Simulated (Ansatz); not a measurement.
**C₂H₇BSn: geometry optimisation**

Aim: relax C₂H₇BSn at this level.

The runs use Ansatz 0.2.0; RKS wB97M-V/def2-SVP.

**1. Starting geometry**

11 atoms, charge 0, spin multiplicity 1.

Atoms are counted from 1 here; the program's logs count them from 0.

Bond lengths: B1–C2 1.546 Å, B1–H5 1.218 Å, B1–H6 1.220 Å, C2–C3 1.363 Å, C2–H7 1.108 Å, C3–Sn4 2.169 Å, C3–H8 1.107 Å, Sn4–H9 1.727 Å, Sn4–H10 1.727 Å, Sn4–H11 1.728 Å. Angles: C2–B1–H5 121.6°, C2–B1–H6 119.0°, H5–B1–H6 119.4°, B1–C2–C3 121.1°, B1–C2–H7 120.4°, C3–C2–H7 118.4°, C2–C3–Sn4 124.4°, C2–C3–H8 117.8°, Sn4–C3–H8 117.8°, C3–Sn4–H9 108.9°, C3–Sn4–H10 110.0°, C3–Sn4–H11 109.0°, H9–Sn4–H10 110.0°, H9–Sn4–H11 108.9°, H10–Sn4–H11 110.0°.

Geometry (Å):

```mol
C2H7BSn
  3D, bonds by distance, orders not assigned

 11 10  0  0  0  0  0  0  0  0999 V2000
   -0.9983    1.9520    1.0543 B   0  0
   -0.7727    0.5571    0.4262 C   0  0
    0.4556    0.1790   -0.0282 C   0  0
    0.8884   -1.7446   -0.9328 Sn  0  0
   -2.0926    2.2992    1.4606 H   0  0
   -0.0551    2.7200    1.1428 H   0  0
   -1.6122   -0.1598    0.3350 H   0  0
    1.2879    0.9028    0.0706 H   0  0
   -0.1076   -1.9413   -2.3303 H   0  0
    2.5547   -1.8269   -1.3782 H   0  0
    0.5174   -2.9944    0.2006 H   0  0
  1  2  8  0
  1  5  8  0
  1  6  8  0
  2  3  8  0
  2  7  8  0
  3  4  8  0
  3  8  8  0
  4  9  8  0
  4 10  8  0
  4 11  8  0
M  END
```

**2. Relaxation**

File input.yaml:

```yaml
crystal:
  periodic: [false, false, false]
  atoms:
    - { symbol: B, position_ang: [-0.998334, 1.951961, 1.054326] }
    - { symbol: C, position_ang: [-0.772714, 0.557063, 0.426241] }
    - { symbol: C, position_ang: [0.455645, 0.178965, -0.028199] }
    - { symbol: Sn, position_ang: [0.888388, -1.744605, -0.932768] }
    - { symbol: H, position_ang: [-2.092599, 2.299235, 1.460569] }
    - { symbol: H, position_ang: [-0.05512, 2.720003, 1.142844] }
    - { symbol: H, position_ang: [-1.612243, -0.159784, 0.334996] }
    - { symbol: H, position_ang: [1.287898, 0.902757, 0.070629] }
    - { symbol: H, position_ang: [-0.107646, -1.941269, -2.33032] }
    - { symbol: H, position_ang: [2.554681, -1.82688, -1.378158] }
    - { symbol: H, position_ang: [0.517443, -2.994447, 0.20064] }
basis:
  gaussian: { orbitals: def2-SVP }
hamiltonian:
  xc: { name: wB97M-V }
output:
  forces: true
relax:
  f_tol: 0.003
  max_steps: 120
```

Launch:

```bash
ansatz run input.yaml --threads 1 --pin off --max-ram 2560MiB --backend cpu --events-out ev --progress --plain --runs-dir out
```

The program printed:

```text
Warning: RAYON_NUM_THREADS=1 ignored (pool sized by the plan → 1); use --threads N
The last accepted step is kept in <dir> (removed where the run ends without a failure and the disk answers)
Engine: ansatz 0.2.0, x86_64-unknown-linux-gnu
Functional definition: wB97M-V
  parameter omega = 0.3/bohr
  parameter cx = 0.15
  parameter cx01 = 1.007
  parameter cx10 = 0.259
  parameter css00 = 0.443
  parameter css04 = -1.437
  parameter css10 = -4.535
  parameter css20 = -3.390
  parameter css43 = 4.278
  parameter cos00 = 1.000
  parameter cos10 = 1.358
  parameter cos20 = 2.924
  parameter cos21 = -8.812
  parameter cos60 = -1.390
  parameter cos61 = 9.142
  parameter b = 6.0
  parameter c = 0.01
  gx(w, u) = 1 - cx + cx01*u + cx10*w
  gss(w, u) = css00 + css04*u^4 + css10*w + css20*w^2 + css43*w^4*u^3
  gos(w, u) = cos00 + cos10*w + (cos20 + cos21*u)*w^2 + (cos60 + cos61*u)*w^6
  exchange = spin_sum(e_x_unif_sr(omega)*gx(b97_w, b97_u_x)) + cx*exact_x_sr(omega) + exact_x_lr(omega)
  correlation = spin_sum(e_c_pw_mod_same_spin*gss(b97_w, b97_u_same))
      + integral(e_c_pw_mod_opposite_spin*gos(b97_w_opposite, b97_u_opposite)) + vv10(b, c)
1250 factors; integrals over basis functions are off by at most 3.6e-4 eV
385 factors; integrals over basis functions are off by at most 5.6e-7 eV
mean field evaluation 1: about -8685.7057 eV, gradient 2.9e1 eV
mean field evaluation 2: about -8686.8169 eV, gradient 2.1e1 eV
mean field evaluation 4: about -8688.0322 eV, gradient 4.7e-1 eV
mean field evaluation 8: about -8688.0530 eV, gradient 2.6e-2 eV
mean field evaluation 16: about -8688.0530 eV, gradient 4.9e-5 eV
mean field -8688.05302664 eV, -319.2800597553 hartree, gradient 4.9e-5 eV, S^2 0.000000; 0 other end points of the search recorded, 0 dependent functions left out
the calculation of the forces begins
reference -8688.05308194 eV, -319.2800617874 hartree; 23, 23 occupied and 80, 80 virtual orbitals, 1250 factors
relax step   1: F+E_penalty+E_count = -8688.05302664 eV  Δ(F+E_penalty+E_count) = +0.000e0 eV  max|allowed force component| = 4.098e-1 eV/Å  Δτ_max = 0.0000 Å  (27 SCF iters, accepted)
these checks for a lower state are left out or cut short: starts, cluster_reference, orbital_swaps, neighbouring_geometries, increment
1250 factors; integrals over basis functions are off by at most 3.4e-4 eV
385 factors; integrals over basis functions are off by at most 5.5e-7 eV
mean field -8688.07244422 eV, -319.2807733379 hartree, gradient 9.4e-6 eV, S^2 0.000000; 0 other end points of the search recorded, 0 dependent functions left out
the calculation of the forces begins
reference -8688.07249926 eV, -319.2807753607 hartree; 23, 23 occupied and 80, 80 virtual orbitals, 1250 factors
relax step   2: F+E_penalty+E_count = -8688.07244422 eV  Δ(F+E_penalty+E_count) = -1.942e-2 eV  max|allowed force component| = 2.282e-1 eV/Å  Δτ_max = 0.0695 Å  (31 SCF iters, accepted)
these checks for a lower state are left out or cut short: starts, cluster_reference, orbital_swaps, neighbouring_geometries, increment
1250 factors; integrals over basis functions are off by at most 3.4e-4 eV
385 factors; integrals over basis functions are off by at most 5.5e-7 eV
mean field -8688.07890870 eV, -319.2810109035 hartree, gradient 9.3e-6 eV, S^2 0.000000; 0 other end points of the search recorded, 0 dependent functions left out
the calculation of the forces begins
reference -8688.07896381 eV, -319.2810129284 hartree; 23, 23 occupied and 80, 80 virtual orbitals, 1250 factors
relax step   3: F+E_penalty+E_count = -8688.07890870 eV  Δ(F+E_penalty+E_count) = -6.464e-3 eV  max|allowed force component| = 6.394e-2 eV/Å  Δτ_max = 0.0293 Å  (32 SCF iters, accepted)
these checks for a lower state are left out or cut short: starts, cluster_reference, orbital_swaps, neighbouring_geometries, increment
1250 factors; integrals over basis functions are off by at most 3.4e-4 eV
385 factors; integrals over basis functions are off by at most 5.5e-7 eV
mean field evaluation 32: about -8688.0788 eV, gradient 1.5e-1 eV
mean field -8688.07889166 eV, -319.2810102773 hartree, gradient 2.2e-5 eV, S^2 0.000000; 0 other end points of the search recorded, 0 dependent functions left out
the calculation of the forces begins
reference -8688.07894677 eV, -319.2810123025 hartree; 23, 23 occupied and 80, 80 virtual orbitals, 1250 factors
relax step   4: F+E_penalty+E_count = -8688.07889166 eV  Δ(F+E_penalty+E_count) = +1.704e-5 eV  max|allowed force component| = 5.859e-2 eV/Å  Δτ_max = 0.0031 Å  (26 SCF iters, rejected (line search))
these checks for a lower state are left out or cut short: starts, cluster_reference, orbital_swaps, neighbouring_geometries, increment
1250 factors; integrals over basis functions are off by at most 3.4e-4 eV
385 factors; integrals over basis functions are off by at most 5.5e-7 eV
mean field -8688.07915506 eV, -319.2810199567 hartree, gradient 7.1e-5 eV, S^2 0.000000; 0 other end points of the search recorded, 0 dependent functions left out
the calculation of the forces begins
reference -8688.07921016 eV, -319.2810219817 hartree; 23, 23 occupied and 80, 80 virtual orbitals, 1250 factors
relax step   5: F+E_penalty+E_count = -8688.07915506 eV  Δ(F+E_penalty+E_count) = -2.464e-4 eV  max|allowed force component| = 2.805e-2 eV/Å  Δτ_max = 0.0015 Å  (23 SCF iters, accepted)
these checks for a lower state are left out or cut short: starts, cluster_reference, orbital_swaps, neighbouring_geometries, increment
1250 factors; integrals over basis functions are off by at most 3.3e-4 eV
385 factors; integrals over basis functions are off by at most 5.5e-7 eV
mean field -8688.07943525 eV, -319.2810302537 hartree, gradient 2.4e-5 eV, S^2 0.000000; 0 other end points of the search recorded, 0 dependent functions left out
the calculation of the forces begins
reference -8688.07949035 eV, -319.2810322785 hartree; 23, 23 occupied and 80, 80 virtual orbitals, 1250 factors
relax step   6: F+E_penalty+E_count = -8688.07943525 eV  Δ(F+E_penalty+E_count) = -2.802e-4 eV  max|allowed force component| = 3.193e-3 eV/Å  Δτ_max = 0.0073 Å  (25 SCF iters, accepted)
these checks for a lower state are left out or cut short: starts, cluster_reference, orbital_swaps, neighbouring_geometries, increment
1250 factors; integrals over basis functions are off by at most 3.3e-4 eV
385 factors; integrals over basis functions are off by at most 5.5e-7 eV
mean field -8688.07945011 eV, -319.2810307996 hartree, gradient 1.5e-5 eV, S^2 0.000000; 0 other end points of the search recorded, 0 dependent functions left out
the calculation of the forces begins
reference -8688.07950520 eV, -319.2810328245 hartree; 23, 23 occupied and 80, 80 virtual orbitals, 1250 factors
relax step   7: F+E_penalty+E_count = -8688.07945011 eV  Δ(F+E_penalty+E_count) = -1.486e-5 eV  max|allowed force component| = 1.851e-3 eV/Å  Δτ_max = 0.0030 Å  (25 SCF iters, accepted)
1250 factors; integrals over basis functions are off by at most 3.3e-4 eV
385 factors; integrals over basis functions are off by at most 5.5e-7 eV
mean field evaluation 64: about -8688.0794 eV, gradient 5.0e-3 eV
mean field -8688.07945011 eV, -319.2810307996 hartree, gradient 1.5e-5 eV, S^2 0.000000; 1 other end points of the search recorded, 0 dependent functions left out
the calculation of the forces begins
reference -8688.07950520 eV, -319.2810328245 hartree; 23, 23 occupied and 80, 80 virtual orbitals, 1250 factors
Total energy: -8688.07950520 eV, -319.2810328245 hartree
Atom 0 at    -0.986744     1.939230     1.047633 Å, force    -0.001049     0.000520     0.000439 eV/Å
Atom 1 at    -0.771032     0.544057     0.417749 Å, force    -0.000993     0.000141     0.000548 eV/Å
Atom 2 at     0.446920     0.170899    -0.030852 Å, force    -0.001851     0.001262    -0.000246 eV/Å
Atom 3 at     0.878336    -1.734157    -0.925725 Å, force    -0.000121    -0.000470    -0.000015 eV/Å
Atom 4 at    -2.064142     2.293891     1.453796 Å, force     0.001198    -0.001043    -0.000553 eV/Å
Atom 5 at    -0.046021     2.689710     1.131921 Å, force     0.001509     0.001195     0.000261 eV/Å
Atom 6 at    -1.606490    -0.163197     0.326141 Å, force    -0.000263    -0.000335    -0.000419 eV/Å
Atom 7 at     1.264543     0.896606     0.072564 Å, force     0.000529    -0.001185    -0.000040 eV/Å
Atom 8 at    -0.098073    -1.929607    -2.309674 Å, force     0.000484    -0.000476     0.000184 eV/Å
Atom 9 at     2.525661    -1.797167    -1.359365 Å, force     0.000126     0.000643     0.000089 eV/Å
Atom 10 at     0.522441    -2.967265     0.196613 Å, force     0.000431    -0.000253    -0.000247 eV/Å
Dipole moment:     0.111392    -0.165542    -0.095499 e Å
```

Wall time 69 s (1 thread of Intel Xeon 6975P-C (Granite Rapids), shared host); peak memory 0.36 GiB.

Step by step:

```csv
step,energy from step 1 (eV),largest force component (eV/Å)
1,0.0000,0.4098
2,-0.0194,0.2282
3,-0.0259,0.0639
4,-0.0259,0.0586
5,-0.0261,0.0280
6,-0.0264,0.0032
7,-0.0264,0.0019
```

Bonds that changed most:

| bond | before (Å) | after (Å) | change (Å) |
| --- | --- | --- | --- |
| Sn4–H11 | 1.728 | 1.705 | -0.023 |
| Sn4–H9 | 1.727 | 1.705 | -0.022 |
| Sn4–H10 | 1.727 | 1.705 | -0.022 |
| C3–Sn4 | 2.169 | 2.149 | -0.021 |
| B1–H6 | 1.220 | 1.206 | -0.013 |
| B1–H5 | 1.218 | 1.205 | -0.013 |
| C2–C3 | 1.363 | 1.351 | -0.013 |
| C3–H8 | 1.107 | 1.098 | -0.009 |

**3. Outcome**

```
             quantity      value
        energy gained  0.0264 eV
root mean square move    0.026 Å
        dipole moment     1.06 D
```

What this shows: Bond lengths: B1–C2 1.546 Å, B1–H5 1.205 Å, B1–H6 1.206 Å, C2–C3 1.351 Å, C2–H7 1.098 Å, C3–Sn4 2.149 Å, C3–H8 1.098 Å, Sn4–H9 1.705 Å, Sn4–H10 1.705 Å, Sn4–H11 1.705 Å. Angles: C2–B1–H5 121.9°, C2–B1–H6 118.8°, H5–B1–H6 119.4°, B1–C2–C3 120.7°, B1–C2–H7 120.6°, C3–C2–H7 118.7°, C2–C3–Sn4 124.4°, C2–C3–H8 117.2°, Sn4–C3–H8 118.4°, C3–Sn4–H9 108.9°, C3–Sn4–H10 109.4°, C3–Sn4–H11 109.0°, H9–Sn4–H10 110.0°, H9–Sn4–H11 109.4°, H10–Sn4–H11 110.0°. No frequencies were computed here.
